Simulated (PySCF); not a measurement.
# Cu₂H₄: relaxation and vibrations of the triplet

Where does triplet Cu₂H₄ go from a ethylene-like start, is the end point a minimum, and what are its modes, charges and moments?

Computed with PySCF 2.14.0. Level: PBE0, basis Cu def2-TZVP, H def2-TZVP, no relativity, density fitting.

## Step 1: Starting geometry

6 atoms, charge 0, spin multiplicity 3.

Bond lengths: Cu1–Cu2 2.240 Å, Cu1–H3 1.440 Å, Cu1–H4 1.440 Å, Cu2–H5 1.440 Å, Cu2–H6 1.440 Å. Angles: Cu2–Cu1–H3 120.0°, Cu2–Cu1–H4 120.0°, H3–Cu1–H4 118.6°, Cu1–Cu2–H5 120.0°, Cu1–Cu2–H6 120.0°, H5–Cu2–H6 118.6°.

```xyz
6
charge 0 multiplicity 3
Cu    1.1200    0.0000    0.0000
Cu   -1.1200    0.0000    0.0000
H     1.8400    1.2384    0.1500
H     1.8400   -1.2384    0.1500
H    -1.8400    1.2384   -0.1500
H    -1.8400   -1.2384   -0.1500
```

## Step 2: First SCF at the start

The steps below are one call of a driver around PySCF. For each, scf.py gives the equivalent set-up of the SCF; relaxations use the driver's own optimiser. After this first run the driver tries any further starts and a stability analysis.

Contents of scf.py:

```python
from pyscf import gto, scf, dft
mol = gto.M(atom='''
Cu     1.120000     0.000000     0.000000
Cu    -1.120000     0.000000     0.000000
H      1.840000     1.238400     0.150000
H      1.840000    -1.238400     0.150000
H     -1.840000     1.238400    -0.150000
H     -1.840000    -1.238400    -0.150000''',
    basis={'Cu': 'def2-TZVP', 'H': 'def2-TZVP'},
    charge=0, spin=2)
mf = dft.UKS(mol, xc='PBE0')
mf.grids.atom_grid = (50, 194)
aux = {'Cu': 'def2-universal-JKFIT', 'H': 'def2-universal-JKFIT'}
mf = mf.density_fit(auxbasis=aux)
mf.conv_tol = 1e-08
mf.diis_space = 10
mf.max_cycle = 60
mf.init_guess = 'minao'
mf.verbose = 4
mf.kernel()
```

Command:

```bash
$ OMP_NUM_THREADS=4 python axn.py task.json out
```

The runs that follow: Relaxing the triplet from the ethylene-like start; Hessian and properties; Downhill along the imaginary mode; Is it a minimum? Harmonic modes.

**Question.** What will these runs give? Wanted: minimum; geometry; wavenumbers; dipole moment; highest occupied, lowest empty level; polar-tensor charge of Cu1; zero-point energy; atomisation energy; ⟨S²⟩.

**Answer**, as computed:

| quantity | value |
| --- | --- |
| minimum | triplet, C2h |
| geometry | Cu–Cu 2.376 Å, Cu–H 1.503 Å (×2), Cu–H 1.673 Å (×2), Cu–H 1.706 Å; Cu–Cu–H 44.8°, Cu–Cu–H 45.9° (×2), Cu–Cu–H 142.0° (×2), Cu–H–Cu 89.4°, H–Cu–H 90.6°, H–Cu–H 96.1° (×2) |
| wavenumbers (cm⁻¹) | 244 (ag), 319 (au), 499 (bg), 505 (bu), 508 (ag), 628 (au), 1123 (bu), 1156 (ag), 1274 (bu), 1430 (ag), 1830 (bu), 1835 (ag) |
| dipole moment | 0.00 D |
| highest occupied, lowest empty level (either spin) | -6.85, -4.30 eV |
| polar-tensor charge of Cu1 | +0.39 e |
| zero-point energy | 67.9 kJ/mol |
| entropy at 298.15 K | 294.8 J/(mol K) |
| atomisation energy (no zero-point energy) | 920 kJ/mol |
| ⟨S²⟩ | 2.009 |

**Reading.** The ethylene-like start (C2h) ends in a minimum of C2h symmetry, after a stop at a higher-order saddle point 158.2 kJ/mol higher, from which it was pushed off along an imaginary mode. In the infrared the band at 1123 cm⁻¹ (bu) leads. Other starts or spin states, not run here, may lie lower. One determinant may miss the lowest occupation of an open d or f shell.
